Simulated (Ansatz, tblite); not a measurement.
# The cluster Ca2Se3: rung by rung

How do method and basis change the picture of the cluster Ca2Se3 (singlet)?

Computed with Ansatz 0.2.0, Gaussian basis. Level: as each input shows.

The runs, in order: GFN1-xTB, GFN2-xTB, PBE-D4/def2-TZVP, r2SCAN-D4/def2-TZVP, B2PLYP/def2-TZVP, B3LYP-D4/def2-TZVP, PBE-QIDH/def2-TZVP, PBE-D4/def2-SVP, PBE0-D4/def2-SVP, HF/STO-3G, CCSD(T)/def2-SVP, MP2/def2-TZVP.

6 further runs of the same task are left out: 6 set aside as unsound or not needed.

## (1) The relaxed structure

The singlet was relaxed beforehand with PBE-D4/def2-SVP. At that level it is the lowest of the isomers that a small search found.

5 atoms, charge 0, spin multiplicity 1.

Bond lengths: Ca1–Se3 2.659 Å, Ca1–Se4 2.840 Å, Ca1–Se5 2.840 Å, Ca2–Se3 2.659 Å, Ca2–Se4 2.840 Å, Ca2–Se5 2.840 Å. Angles: Se3–Ca1–Se4 100.6°, Se3–Ca1–Se5 100.6°, Se4–Ca1–Se5 51.2°, Se3–Ca2–Se4 100.6°, Se3–Ca2–Se5 100.6°, Se4–Ca2–Se5 51.2°, Ca1–Se3–Ca2 76.5°, Ca1–Se4–Ca2 70.8°, Ca1–Se5–Ca2 70.8°.

Geometry (Å):

```
Ca   -0.7732    1.1122    1.0042
Ca    0.1518   -0.9707   -1.3702
Se   -2.0766    0.4722   -1.2232
Se    0.7917   -1.2273    1.3850
Se    1.9063    0.6136    0.2042
```

PBE0-D4/def2-TZVP was run before; its log isn't repeated, and its numbers join the tables.

## (2) GFN1-xTB

Tight binding, by tblite at 300 K electronic temperature and without a spin-polarisation term:

```python
tblite.interface.Calculator('GFN1-xTB', numbers, positions, charge=0, uhf=0).singlepoint()
```

Energy -310.2906 eV, HOMO -7.43 eV, LUMO -5.22 eV; 0.009 s.

## (3) GFN2-xTB

Tight binding, by tblite at 300 K electronic temperature and without a spin-polarisation term:

```python
tblite.interface.Calculator('GFN2-xTB', numbers, positions, charge=0, uhf=0).singlepoint()
```

Energy -288.8142 eV, HOMO -9.79 eV, LUMO -8.38 eV; 0.009 s.

## (4) PBE-D4/def2-TZVP

start.molden holds the orbitals of an earlier run on this state, given as this run's starting guess.

The input, in.yaml:

```yaml
crystal:
  periodic: [false, false, false]
  atoms:
    - {symbol: Ca, position_ang: [-0.773187, 1.112194, 1.004171]}
    - {symbol: Ca, position_ang: [0.151842, -0.970689, -1.370170]}
    - {symbol: Se, position_ang: [-2.076600, 0.472183, -1.223213]}
    - {symbol: Se, position_ang: [0.791683, -1.227327, 1.385012]}
    - {symbol: Se, position_ang: [1.906262, 0.613639, 0.204201]}
basis:
  gaussian: {orbitals: def2-TZVP, initial_orbitals: start.molden}
hamiltonian: {xc: pbe, dispersion: d4}
scf: {omitted_lower_state_checks: [starts]}
output: {forces: true, orbitals: {seedname: orbitals}}
```

On the command line:

```bash
$ ansatz run in.yaml --threads 4 --pin off --events-out ev --progress --plain --max-ram 4787MiB
```

After this run come: r2SCAN-D4/def2-TZVP; B2PLYP/def2-TZVP; B3LYP-D4/def2-TZVP; PBE-QIDH/def2-TZVP; PBE-D4/def2-SVP; PBE0-D4/def2-SVP; HF/STO-3G; CCSD(T)/def2-SVP; MP2/def2-TZVP.

Q: Predict the results of all the runs planned. Wanted: gap in def2-TZVP, named functionals, smallest and largest; correlation energy, CCSD(T)/def2-SVP; correlation energy, MP2/def2-TZVP; binding an atom, CCSD(T)/def2-SVP; PBE0 total energy, smallest basis above largest.

The runs gave:

| quantity | value |
| --- | --- |
| gap in def2-TZVP, named functionals, smallest and largest | 2.08 eV (PBE-D4), 3.55 eV (PBE0-D4) |
| correlation energy, CCSD(T)/def2-SVP | -26.67 eV |
| correlation energy, MP2/def2-TZVP | -32.84 eV |
| binding an atom, CCSD(T)/def2-SVP | 2.436 eV |
| PBE0 total energy, smallest basis above largest | 28.56 eV (def2-SVP, def2-TZVP) |

Over the named functionals in def2-TZVP the gap runs from 2.08 eV (PBE-D4) to 3.55 eV (PBE0-D4); exact exchange widens it. A small miss in a minimal or small basis is a cancelling of errors, not accuracy. The functionals in def2-TZVP miss CCSD(T)/def2-SVP by +0.272 (B2PLYP) to +0.667 eV (r2SCAN-D4) an atom. The yardstick is in a double-zeta basis, so levels in larger sets aren't compared like for like. The reference is CCSD(T) in one finite basis, so it carries an error of its own, often a tenth of an eV or more, and near misses can't be ranked.
